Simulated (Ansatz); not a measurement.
## ClH₃SeSn, SMILES [Cl][SnH2][SeH]: vertical spin-state energies, step by step

With Ansatz 0.2.0 through its Python package.

Interactive session:
```pycon
>>> import ansatz as az
>>> geometry = (
...     az.Crystal.molecule()
...     .atom('Cl', (-2.292, 0.3053, -0.3864))
...     .atom('Sn', (-0.0831, -0.2945, -0.5453))
...     .atom('Se', (0.9335, -0.2453, 1.7684))
...     .atom('H', (0.1022, -1.8998, -1.2061))
...     .atom('H', (0.7786, 0.8157, -1.6063))
...     .atom('H', (0.6029, 1.2545, 1.9295))
... )
>>> setup = (
...     geometry.calculation()
...     .basis(gaussian='def2-TZVP')
...     .functional('r2scan')
...     .accuracy('medium')
...     .scf(lower_state_search='off')
... )
>>> found = {}
>>> for unpaired in [0, 2]:
...     rep = setup.spin('collinear', total=unpaired).run(threads=1).report
...     s = unpaired / 2
...     found[unpaired] = rep['free_energy_ev']
...     print(f'2S+1 = {unpaired + 1}: E = {found[unpaired]:.5f} eV, <S^2> = {abs(rep["mean_field"]["state"]["spin_squared"]):.3f} (pure state {s * (s + 1):.2f})')
...
2S+1 = 1: E = -83755.75863 eV, <S^2> = 0.000 (pure state 0.00)
2S+1 = 3: E = -83751.54935 eV, <S^2> = 2.010 (pure state 2.00)
>>> lowest = min(found, key=found.get)
>>> for unpaired, e in found.items():
...     print(f'multiplicity {unpaired + 1}: {96.485332 * (e - found[lowest]):.1f} kJ/mol above the lowest')
...
multiplicity 1: 0.0 kJ/mol above the lowest
multiplicity 3: 406.1 kJ/mol above the lowest
```

In order: multiplicity 1 (+0.00 eV) and multiplicity 3 (+4.21 eV), all at the one geometry.

These settings explore the input space; basis and method may be short of convergence. The geometry is a force-field or estimated start, not a minimum of this method, and the basis set is short of its limit. All parts are taken at fixed geometry, without zero-point energy. def2 sets replace the cores of elements past krypton by effective core potentials. Spin-orbit coupling, which mixes and shifts the spin states of heavy atoms, is left out. Finished in 11 s on 1 thread of Intel(R) Xeon(R) 6975P-C (Granite Rapids), on a shared host, peak memory 0.27 GiB.
